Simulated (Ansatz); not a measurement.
# AlRu: the cost of one run

Method: DFT, levels as named, plane waves, PAW, in Ansatz 0.2.0.

## (1) The starting structure

It takes space group Pm-3m (No. 221, cubic). Conventional cell: a = 2.992 Å, b = 2.992 Å, c = 2.992 Å, α = 90.00°, β = 90.00°, γ = 90.00°. Al (site symmetry m-3m) is surrounded by 8 Ru at 2.59 Å. Ru (site symmetry m-3m) has 8 Al at 2.59 Å as nearest neighbours.

Coordinates:

```cif
data_structure
_symmetry_space_group_name_H-M 'Pm-3m'
_symmetry_Int_Tables_number 221
_cell_length_a 2.9916
_cell_length_b 2.9916
_cell_length_c 2.9916
_cell_angle_alpha 90.000
_cell_angle_beta 90.000
_cell_angle_gamma 90.000
_cell_volume 26.77
loop_
_atom_site_label
_atom_site_type_symbol
_atom_site_symmetry_multiplicity
_atom_site_Wyckoff_symbol
_atom_site_fract_x
_atom_site_fract_y
_atom_site_fract_z
_atom_site_occupancy
Al1 Al 1 a 0.00000 0.00000 0.00000 1
Ru1 Ru 1 b 0.50000 0.50000 0.50000 1
```

## (2) Relaxation with PBE

input.yaml

```yaml
crystal:
  lattice:
    - [2.9916, 0.0, 0.0]
    - [0.0, 2.9916, 0.0]
    - [0.0, 0.0, 2.9916]
  atoms:
    - { symbol: Al, position: [0.0, 0.0, 0.0] }
    - { symbol: Ru, position: [0.5, 0.5, 0.5] }
  symmetry: { tolerance: 0.0003 }
hamiltonian:
  xc: pbe
  pseudopotentials: { kind: paw, azcp: { folder: soft_1 } }
basis:
  ecutwfc: 420
magnetization:
  spin_polarized: false
scf:
  occupations: { method: fermi_dirac, width: 0.1 }
kpoints:
  mp_grid: { grid: [11, 11, 11], shift: [0, 0, 0] }
output:
  forces: true
  stress: true
  eigenvalues: true
relax:
  max_steps: 60
  cell: {}
```

Launch:

```
> ansatz run input.yaml --threads 2 --pin off --max-ram 5632MiB --backend cpu --events-out ev --progress --plain --runs-dir out
```

What time and memory should one allow on 2 threads of AMD EPYC 9R45 (Zen 5), shared host?

About 1.6 s, with a peak of 0.36 GiB.
